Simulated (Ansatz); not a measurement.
# Y3N: the cost of one run

Computed with Ansatz 0.2.0 (DFT PBE, scalar-relativistic, plane waves, PAW, unless a step's input says otherwise).

2 further runs of the same task are left out: 1 that didn't finish, 1 set aside as unsound or not needed.

**1. The system as given**

It takes space group Fm-3m (No. 225, cubic). The conventional cell has a = 6.445 Å, b = 6.445 Å, c = 6.445 Å, α = 90.00°, β = 90.00°, γ = 90.00°. Y (site symmetry -43m) has 4 Y at 2.79 Å and 4 N at 2.79 Å as nearest neighbours. Y (site symmetry m-3m) is surrounded by 8 Y at 2.79 Å. N (site symmetry m-3m) has 8 Y at 2.79 Å as nearest neighbours.

Structure file:

```
Y N
1.0
     0.00000    3.22255    3.22255
     3.22255    0.00000    3.22255
     3.22255    3.22255    0.00000
Y N
3 1
Direct
  0.25000 0.25000 0.25000
  0.75000 0.75000 0.75000
  0.50000 0.50000 0.50000
  0.00000 0.00000 0.00000
```

Recipe of the guess: random cell by space group and Wyckoff sites (Fm-3m, No. 225). Its size is a rough estimate.

**2. The guess as it stands, on a coarse mesh**

File input.yaml:

```yaml
crystal:
  lattice:
    - [0.0, 3.22255165, 3.22255165]
    - [3.22255165, 0.0, 3.22255165]
    - [3.22255165, 3.22255165, 0.0]
  atoms:
    - { symbol: "Y", position: [0.25, 0.25, 0.25] }
    - { symbol: "Y", position: [0.75, 0.75, 0.75] }
    - { symbol: "Y", position: [0.5, 0.5, 0.5] }
    - { symbol: "N", position: [0.0, 0.0, 0.0] }
basis:
  ecutwfc: 420
kpoints:
  mp_grid: { grid: [6, 6, 6] }
hamiltonian:
  xc: pbe
scf:
  occupations: { method: gaussian, width: 0.1 }
  lower_state_search: "off"
output:
  forces: true
  stress: true
  eigenvalues: true
```

Launch:

```
$ ansatz run input.yaml --threads 1 --pin off --max-ram 2048MiB --backend cpu --events-out ev --progress --plain --runs-dir out
```

**Question.** How long does this run take on 1 thread of Arm Neoverse N1, shared host, and how much memory does it need?

About 2.6 s, with a peak of 0.31 GiB.
